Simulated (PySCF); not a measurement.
# YbCl3(H2O): other functionals and bases at one geometry

One table from this session's results is given with a row withheld; the runs are named, their logs left out.

Computed with PySCF 2.14.0. Level: several levels, as the steps say, no spin–orbit coupling.

1 further run of the same task is left out (for a known fault of the program).

### Starting geometry

7 atoms, charge 0, spin multiplicity 1.

Bond lengths: Yb1–Cl2 2.446 Å, Yb1–Cl3 2.436 Å, Yb1–Cl4 2.442 Å, Yb1–O5 2.305 Å, O5–H6 0.967 Å, O5–H7 0.966 Å. Angles: Cl2–Yb1–Cl3 118.3°, Cl2–Yb1–Cl4 120.2°, Cl2–Yb1–O5 91.2°, Cl3–Yb1–Cl4 116.8°, Cl3–Yb1–O5 103.9°, Cl4–Yb1–O5 96.6°, Yb1–O5–H6 121.5°, Yb1–O5–H7 127.4°, H6–O5–H7 108.1°.

As a file:

```xyz
7
Cl3H2OYb
Yb    0.0127   -0.0264    0.0202
Cl    1.0936    1.8749    1.1161
Cl   -1.6160   -1.3193    1.2898
Cl    1.1168   -1.1649   -1.8373
O    -1.2797    1.3861   -1.2634
H    -1.2461    2.3460   -1.1495
H    -1.6733    1.2000   -2.1261
```

Formal oxidation states: Yb +3. Each metal's 13 4f electrons lie in its core potential, so multiplicities, spins and levels count the valence alone. An earlier session relaxed this geometry at PBE0, Yb lcecp-1-SVP with ECP59, Cl def2-SVP, O def2-SVP, H def2-SVP (singlet, point group C1).

At PBE0 on the finer grid: E = -1495.718769 Eh, HOMO -8.46 eV, LUMO -1.36 eV, Mulliken charge on Yb1 +0.83 e, largest force component 0.011 eV/Å. 

Levels to run: M06-L; BLYP; PBE0, TZVP. Hardware: 2 threads of Arm Neoverse V2, shared host.

Set-up of the first run:

The input, run.py (the lines that set the calculation):

```python
mol = gto.M(atom='''
Yb     0.01271    -0.02644     0.02024
Cl     1.09361     1.87488     1.11610
Cl    -1.61596    -1.31926     1.28981
Cl     1.11678    -1.16489    -1.83732
O     -1.27968     1.38609    -1.26345
H     -1.24607     2.34596    -1.14948
H     -1.67334     1.19996    -2.12606''',
    basis={'Yb': 'lcecp-1-SVP', 'Cl': 'def2-SVP', 'O': 'def2-SVP', 'H': 'def2-SVP'},
    ecp={'Yb': 'lcecp-1-SVP'},
    charge=0, spin=0)
mf = dft.RKS(mol, xc='M06L')
mf.grids.atom_grid = (75, 302)  # f atoms: unpruned, at least (60, 302)
mf = mf.density_fit()  # fitting sets: Yb AutoAux, Cl def2-universal-JKFIT, O def2-universal-JKFIT, H def2-universal-JKFIT
mf.conv_tol = 1e-08; mf.max_cycle = 55
mf.kernel(dm0)  # dm0: the density of the relaxed state
```

Launch:

```sh
$ OMP_NUM_THREADS=2 python run.py
```

Among the steps run: M06-L; BLYP; PBE0, TZVP.

One of the session's tables, all rows but one given; the rest of the session is left out.

```
              level  HOMO (eV)  gap (eV)  charge on Yb1 (e)  dipole (D)  largest force component (eV/Å)
PBE0 (relaxed here)      -8.46      7.10               0.83        5.92                            0.01
              M06-L      -7.38      5.94               1.06        5.87                            0.13
               BLYP          ?         ?                  ?           ?                               ?
         PBE0, TZVP      -8.59      7.03               1.37        5.84                            0.21
```

Estimate the missing values for BLYP.

As computed: HOMO (eV): -6.79; gap (eV): 4.66; charge on Yb1 (e): 0.58; dipole (D): 5.80; largest force component (eV/Å): 0.58. In the column «HOMO (eV)» it is the highest.

In one basis the HOMO–LUMO gap runs from 4.66 eV (BLYP) to 7.10 eV (PBE0). The largest leftover force, 0.58 eV/Å with BLYP, stands at a geometry relaxed at another level. With 4f in the core, its levels are missing from HOMO and gap, and its count is fixed, so no charge can pass from the ligands into it. Total energies of different levels can't be compared.
